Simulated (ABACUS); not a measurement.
HPbNO4:

```
CELL_PARAMETERS angstrom
4.12042 0.00000 0.00000
-0.00263 6.42744 0.00000
-0.00358 -3.15584 7.72297
ATOMIC_POSITIONS crystal
Pb 0.39455 0.98412 0.29275
Pb 0.89489 0.01599 0.70734
O 0.90829 0.12765 0.45631
O 0.53792 0.41427 0.80503
O 0.53483 0.78119 0.89398
O 0.83718 0.58441 0.67328
O 0.40817 0.87244 0.54376
O 0.03774 0.58556 0.19480
O 0.03429 0.21866 0.10603
O 0.33716 0.41569 0.32670
N 0.63409 0.59280 0.79270
N 0.13386 0.40713 0.20725
H 0.90366 0.29328 0.51149
H 0.40337 0.70681 0.48858
```

The cell was built by a generator and needn't be a form met in nature.

* Program: ABACUS 3.10.1
* Task: relaxation of cell and atoms
* Functional: LDA-PW92
* Potentials or basis: PseudoDojo NC SR 0.4.1 LDA standard
* Cutoff: 1143 eV
* Density cutoff: 4572 eV
* Basis: plane waves
* k mesh: 5 × 3 × 3
* Occupations: fermi-dirac, width 0.05 eV
* Spin: no spin polarisation

At the start: pressure -5.6 GPa; volume 14.61 Å³/atom.

Task: How do energy, volume and symmetry change on relaxing?

Result: Over 51 steps the energy falls by 36.0 meV/atom and the volume is 12.25 Å³/atom (-16.1 %); space group P2_1 (No. 4, to 0.05 Å).

Step by step:
| step | energy change (eV) | largest force (eV/Å) | pressure (GPa) | volume (Å³) |
| --- | --- | --- | --- | --- |
| 1 | 0.0000 | 0.7762 | -5.61 | 204.53 |
| 3 | -0.0533 | 0.2605 | -3.77 | 203.84 |
| 5 | -0.1231 | 0.6479 | -1.92 | 200.61 |
| 7 | -0.1784 | 0.6518 | -1.98 | 197.19 |
| 9 | -0.2603 | 0.8002 | -2.03 | 191.55 |
| 11 | -0.3045 | 0.1974 | -1.04 | 188.91 |
| 13 | -0.3171 | 0.2855 | -0.58 | 188.42 |
| 15 | -0.3512 | 0.5199 | -0.32 | 185.20 |
| 17 | -0.3904 | 0.2830 | -0.63 | 180.26 |
| 19 | -0.4083 | 0.2698 | -0.61 | 178.91 |
| 21 | -0.4334 | 0.3738 | -0.06 | 176.89 |
| 23 | -0.4591 | 0.1715 | 0.29 | 173.91 |
| 25 | -0.4662 | 0.1610 | 0.05 | 173.51 |
| 27 | -0.4752 | 0.2193 | -0.11 | 172.94 |
| 29 | -0.4800 | 0.1149 | 0.10 | 172.60 |
| 31 | -0.4828 | 0.1224 | 0.26 | 172.52 |
| 33 | -0.4878 | 0.1272 | 0.19 | 172.30 |
| 35 | -0.4900 | 0.0908 | -0.06 | 172.21 |
| 37 | -0.4921 | 0.1223 | -0.20 | 172.17 |
| 39 | -0.4958 | 0.1106 | -0.15 | 172.10 |
| 41 | -0.4974 | 0.0484 | 0.01 | 172.07 |
| 43 | -0.4989 | 0.1098 | 0.05 | 171.96 |
| 45 | -0.5006 | 0.0688 | -0.02 | 171.80 |
| 47 | -0.5016 | 0.0566 | -0.07 | 171.75 |
| 49 | -0.5029 | 0.0700 | -0.03 | 171.64 |
| 51 | -0.5036 | 0.0310 | 0.01 | 171.52 |

Final structure:
```
Pb O N H
1.0
     3.79305    0.00046    0.00036
    -0.00171    6.17600    0.01160
    -0.00296   -3.01839    7.31619
Pb O N H
2 8 2 2
Direct
  0.43993 0.98194 0.28386
  0.94023 0.01809 0.71615
  0.94493 0.14062 0.46574
  0.50278 0.40129 0.79797
  0.47781 0.77895 0.88431
  0.84638 0.58169 0.67410
  0.44494 0.85940 0.53429
  0.00235 0.59868 0.20201
  0.97720 0.22101 0.11568
  0.34613 0.41833 0.32589
  0.60513 0.58676 0.78746
  0.10470 0.41322 0.21253
  0.93381 0.31450 0.52945
  0.43369 0.68553 0.47057
```

Caveat: the volume moved by over 15 % at a fixed basis, so the end points are rough; there are fewer bands than atomic start orbitals, so a level may be missed at k points of high symmetry.
